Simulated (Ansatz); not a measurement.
This Ansatz 0.2.0 run on MgC2 needs a look.

Contents of input.yaml:

```yaml
crystal:
  lattice:
    - [3.950777, 0.0, 0.0]
    - [0.0, 3.950777, 0.0]
    - [0.0, 0.0, 4.987089]
  atoms:
    - { symbol: Xx, position: [0.0, 0.0, 0.5] }
    - { symbol: Mg, position: [0.5, 0.5, 0.0] }
    - { symbol: C, position: [0.387655, 0.612345, 0.5] }
    - { symbol: C, position: [0.112345, 0.112345, 0.0] }
    - { symbol: C, position: [0.612345, 0.387655, 0.5] }
    - { symbol: C, position: [0.887655, 0.887655, 0.0] }
hamiltonian:
  xc: pbesol
  pseudopotentials: { kind: paw }
kpoints:
  mp_grid: { grid: [7, 7, 6] }
scf:
  occupations: { method: fermi_dirac, width: 0.05 }
  max_iter: 75
output:
  forces: true
  stress: true
  eigenvalues: true
relax:
  f_tol: 0.01
  max_steps: 40
  cell: { stress_tol: 0.05 }
```

Potentials or basis: Ansatz PAW.

Launch:

```sh
$ ansatz run input.yaml --threads 2 --pin off --max-ram 5632MiB --backend cpu --events-out ev --progress --plain --runs-dir out
```

Output:

```text
Error: YAML parse error: error: line 7 column 17: `Xx` is not an element symbol (H … Og, case-exact)
 --> <input>:7:17
  |
5 |     - [0.0, 0.0, 4.987089]
6 |   atoms:
7 |     - { symbol: Xx, position: [0.0, 0.0, 0.5] }
  |                 ^ `Xx` is not an element symbol (H … Og, case-exact)
8 |     - { symbol: Mg, position: [0.5, 0.5, 0.0] }
9 |     - { symbol: C, position: [0.387655, 0.612345, 0.5] }
  |
```

Q: What happened, and what is wrong with the input?

A: The program refused the input. The input holds a flaw that was put in on purpose: an unknown element (crystal.atoms[0].symbol = Xx).

A sound run on the same cell differs in these lines of the main input:
```diff
@@ -7 +7 @@
-    - { symbol: Xx, position: [0.0, 0.0, 0.5] }
+    - { symbol: Mg, position: [0.0, 0.0, 0.5] }
@@ -20 +19,0 @@
-  max_iter: 75
```
